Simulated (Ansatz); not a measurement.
GdRh, space group Pm-3m: a test of the smearing width, run with Ansatz's Python interface.

The script, `smear_gdrh.py`:
```python
"""Smearing width test for GdRh."""

import ansatz
from ase import Atoms
import pandas as pd

atoms = Atoms(
    ["Gd", "Rh"],
    scaled_positions=[
        (0.0, 0.0, 0.0),
        (0.5, 0.5, 0.5),
    ],
    cell=[
        (3.435, 0.0, 0.0),
        (0.0, 3.435, 0.0),
        (0.0, 0.0, 3.435),
    ],
    pbc=True,
)
atoms.set_initial_magnetic_moments([7, 0.0])
crystal = ansatz.Crystal.from_ase(atoms)

model = (
    crystal.calculation()
    .functional("pbesol", dispersion="D4")
    .kpoints(density=4.1)
    .spin("collinear")
    .pseudopotentials("paw")
    .basis(38 * ansatz.Ry)
    .stress()
)

rows = []
for value in [0.25, 0.15, 0.1, 0.05, 0.025]:
    r = model.occupations("cold", width=value).run(threads=1).report
    rows.append((value, r["free_energy_ev"] / len(r["lattice"]["sites"]), r["n_iterations"], sum(r["stress_gpa"][i][i] for i in range(3)) / 3, r["magnetization_mub"], r["n_kpoints"]))

table = pd.DataFrame(rows, columns=["width (eV)", "F/atom (eV)", "iterations", "P (GPa)", "moment (muB)", "k-points"])
print(table.round(5).to_string(index=False))

# the last row is the reference
for row in rows[:-1]:
    shift = 1000 * (row[1] - rows[-1][1])
    print(f"{row[0]}: {shift:+.2f} meV/atom" + ("  (within 2 meV)" if abs(shift) < 2 else ""))
```

How much does the free energy per atom change between the narrowest and the widest smearing, and why?

Going from 0.025 to 0.25 eV changes F by -5.7 meV an atom. This scheme is built to cancel the term in the square of the width, but that needs a smooth density of states and a fine mesh, and here a sizeable shift remains. The pressure moves from -5.22 to -5.24 GPa.

The output:

Running `python smear_gdrh.py` prints:
```text
 width (eV)  F/atom (eV)  iterations  P (GPa)  moment (muB)  k-points
      0.250  -7784.40563          14 -5.24062       7.04604        35
      0.150  -7784.40215          15 -5.24989       7.01517        35
      0.100  -7784.40074          14 -5.25212       6.96629        35
      0.050  -7784.40000          14 -5.24339       6.90352        35
      0.025  -7784.39996          12 -5.22396       6.90465        35
0.25: -5.67 meV/atom
0.15: -2.19 meV/atom
0.1: -0.78 meV/atom  (within 2 meV)
0.05: -0.03 meV/atom  (within 2 meV)
```

Caveats:
- Open f shells: without a Hubbard U, without spin-orbit coupling; the state reached hangs on the start and needn't be the lowest.
- Dispersion corrections can be off by several per cent in the lattices of metals, and by several GPa in the pressure at a fixed cell.
- The mesh is modest for a metal, so energies can be off by several to tens of meV an atom and pressures by half a GPa or more; differences at equal mesh fare better.
- The overall sign of a collinear moment is arbitrary, and semilocal functionals can give small moments to compounds that are paramagnetic.
- The narrowest width needs the finest mesh, so the last row is no converged reference.
- Pressure is positive in compression.
- At these settings the cell as given stands under about -5 GPa, so it isn't at this functional's equilibrium volume.
- The structure is a deposited one; some such entries were measured under pressure or heat, so a shift against it needn't be the functional's error alone.
- Hardware and time: 49 s on 1 thread of Intel(R) Xeon(R) Processor @ 2.30GHz (shared host), peak memory 0.66 GiB.
